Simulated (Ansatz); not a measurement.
**ClF2SSi radical: a ladder of functionals and wavefunction methods**

How much do the methods differ for ClF2SSi radical? The plan is to run it at one geometry with functionals of several rungs and with coupled cluster, and see how far each lands from CCSD(T) at the basis-set limit for the atomisation energy.

Method: functionals in def2-TZVPP, the program's frozen cores in correlated methods; program: Ansatz 0.2.0, Gaussian basis.

Plan: LDA (SPW92), PBE-D4, revPBE-D4, BLYP-D4, r2SCAN-D4, B97M-V, PBE0-D4, B3LYP-D4, r2SCANh-D4, r2SCAN0-D4, HSE06-D4, BHLYP-D4, CAM-B3LYP-D4, LC-ωPBE, ωB97X-V, ωB97M-V, B2PLYP, PBE-QIDH; CCSD(T)/def2-SVP; CCSD(T)/def2-TZVPP; MP2/def2-QZVPP; extrapolation to the limit; RPA on PBE.

## 1. The relaxed structure

An earlier PBE0-D4 in a triple-zeta def2 set relaxation fixed the geometry.

SMILES `F[Si](F)([S])Cl`, 5 atoms, charge 0, spin multiplicity 2.

Atoms are counted from 1 here; the program's logs count them from 0.

Bond lengths: F1–Si2 1.576 Å, Si2–F3 1.576 Å, Si2–S4 2.090 Å, Si2–Cl5 2.018 Å. Angles: F1–Si2–F3 105.5°, F1–Si2–S4 112.7°, F1–Si2–Cl5 109.7°, F3–Si2–S4 112.7°, F3–Si2–Cl5 109.7°, S4–Si2–Cl5 106.4°.

## 2. LDA

This LDA is Slater exchange with PW92 correlation.

The input, in.yaml:

```yaml
crystal:
  periodic: [false, false, false]
  atoms:
    - {symbol: F, position_ang: [0.138916, -0.249718, 1.614786]}
    - {symbol: Si, position_ang: [0.063925, -0.093862, 0.048637]}
    - {symbol: F, position_ang: [1.086455, -1.144858, -0.528054]}
    - {symbol: S, position_ang: [-1.870534, -0.354872, -0.697755]}
    - {symbol: Cl, position_ang: [0.631139, 1.769711, -0.479012]}
basis:
  gaussian: {orbitals: def2-TZVPP}
magnetization: {spin_polarized: true, initial_magnetization: 1}
hamiltonian: {xc: lda}
output: {orbitals: {seedname: orbitals}}
```

Run with:

```
$ ansatz run in.yaml --threads 4 --pin off --events-out ev --progress --plain --max-ram 10444MiB
```

After this run come: PBE-D4 (GGA); revPBE-D4 (GGA); BLYP-D4 (GGA); r2SCAN-D4 (meta-GGA); B97M-V (meta-GGA); B3LYP-D4 (hybrid); r2SCANh-D4 (hybrid); r2SCAN0-D4 (hybrid); HSE06-D4 (hybrid); BHLYP-D4 (hybrid); CAM-B3LYP-D4 (range-separated); LC-ωPBE (range-separated); ωB97X-V (range-separated); ωB97M-V (range-separated); B2PLYP (double hybrid); PBE-QIDH (double hybrid); CCSD(T) in def2-SVP; CCSD(T) in def2-TZVPP; MP2 in def2-QZVPP; RPA on PBE orbitals.

Before running them: what should the planned runs give, taken together? Wanted: atomisation energy, CCSD(T)/CBS; farthest beyond LDA; mean size of error, GGA; mean size of error, meta-GGA; mean size of error, hybrid; mean size of error, range-separated; mean size of error, double hybrid; gap, smallest and largest; T1 diagnostic.

The runs gave:

| quantity | value |
| --- | --- |
| atomisation energy, CCSD(T)/CBS | 19.572 eV |
| functionals within 0.098 eV (0.5 %) | r2SCANh-D4, ωB97X-V, ωB97M-V |
| farthest beyond LDA | BHLYP-D4 (-1.076 eV) |
| mean size of error, GGA | 0.312 eV |
| mean size of error, meta-GGA | 0.188 eV |
| mean size of error, hybrid | 0.399 eV |
| mean size of error, range-separated | 0.115 eV |
| mean size of error, double hybrid | 0.340 eV |
| gap, smallest and largest | 0.10 eV (LDA (SPW92)), 8.36 eV (LC-ωPBE) |
| T1 diagnostic | 0.0123 |
| triples share of the correlation energy | 3.5 % |

**Reading.** LDA overbinds by 3.125 eV (16 %). PBE-D4 misses by +0.324 eV. Double hybrids carry the basis error of their MP2 part in triple zeta, and no dispersion term here, so their miss is partly the set-up's. By mean error the best rung here is range-separated (0.115 eV) and the worst beyond LDA is hybrid (0.399 eV). The mean of the hybrids holds BHLYP, with half exact exchange. RPA and LDA stand outside this count. The reference freezes the cores and leaves out relativity and excitations past (T), so misses under about 0.098 eV can't be ranked. Hartree-Fock recovers 73 % of the binding; the rest is correlation. CCSD(T) in def2-SVP is off by -2.287 eV, worse than the median functional, from the basis alone. The gap grows from 0.1 to 8.4 eV across the functionals, mostly with the share of exact exchange.
